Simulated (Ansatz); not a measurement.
**Zn: a line through a two-coordinate scan**

How does the energy of Zn (Im-3m, No. 229; 1 atom in the cell) vary with normal strain along x, at normal strain along z = 2 %?

Method: DFT PBEsol, scalar-relativistic, plane waves, PAW, in Ansatz 0.2.0.

## 1. The structure to begin with

The structure is cubic, space group Im-3m (No. 229). Conventional cell: a = 3.060 Å, b = 3.060 Å, c = 3.060 Å, α = 90.00°, β = 90.00°, γ = 90.00°. Around Zn (site symmetry m-3m) lie 8 Zn at 2.65 Å.

Coordinates:

```
Zn
1.0
    -1.53007    1.53007    1.53007
     1.53007   -1.53007    1.53007
     1.53007    1.53007   -1.53007
Zn
1
Direct
  0.00000 0.00000 0.00000
```

It goes back to a database entry, which need not be the stable form.

This cell was relaxed beforehand with the same method: volume 14.33 Å³/atom, gap on the mesh none (metal).

## 2. What is varied

The energy is mapped over two homogeneous strains (x along [1 0 0], y along [0 1 0], z along [0 0 1] of the conventional cell).

- normal strain along x: 9 values from −4 to 4 %
- normal strain along z: 9 values from −4 to 4 %

Nothing else is relaxed (symmetry fixes all fractional coordinates). Energies count from the relaxed crystal. Points are written as (first, second).

## 3. Point (−4 %, 2 %)

Input file input.yaml:

```yaml
crystal:
  lattice:
    - [-1.4688715212, 1.5300745013, 1.5606759913]
    - [1.4688715212, -1.5300745013, 1.5606759913]
    - [1.4688715212, 1.5300745013, -1.5606759913]
  atoms:
    - { symbol: Zn, position: [0.0, 0.0, 0.0] }
basis:
  ecutwfc: 520.0
kpoints:
  mp_grid: { grid: [20, 20, 20] }
hamiltonian:
  xc: pbesol
scf:
  occupations: { method: gaussian, width: 0.15 }
output:
  forces: true
  stress: true
  eigenvalues: true
```

Command:

```
> ansatz run input.yaml --threads 1 --pin off --max-ram 2048MiB --backend cpu --events-out ev --progress --plain --runs-dir out
```

The session goes on with these runs: the other points of the line.

Before running it: what results should come out? Wanted: for each run, normal strain along x; energy; slope; pressure.

As calculated:

```
normal strain along x (%)  step  energy (meV/atom)  slope (meV/atom per %)  pressure (GPa)
                       −4     3               −2.8                    0.30            1.62
                       −3     –               −2.4                    0.60            0.71
                       −2     –               −1.6                    0.90           −0.17
                       −1     4               −0.5                    1.36           −0.98
                        0     5                1.1                    1.90           −1.74
                        1     6                3.3                    2.34           −2.46
                        2     7                5.8                    2.65           −3.14
                        3     –                8.5                    2.87           −3.77
                        4     –               11.5                    3.16           −4.35
```

Energies count from the relaxed crystal. Rows without a step come from runs not printed here or follow by symmetry. Slopes come from the forces and the stress, not from differences of energies.

**Reading.** The energy is lowest at the end of the line, −4 %, so the minimum along this coordinate may lie outside the range. The highest point, at 4 %, lies 14.4 meV/atom above the lowest. This is one cut through a surface in two coordinates; the map's lowest point lies off it.
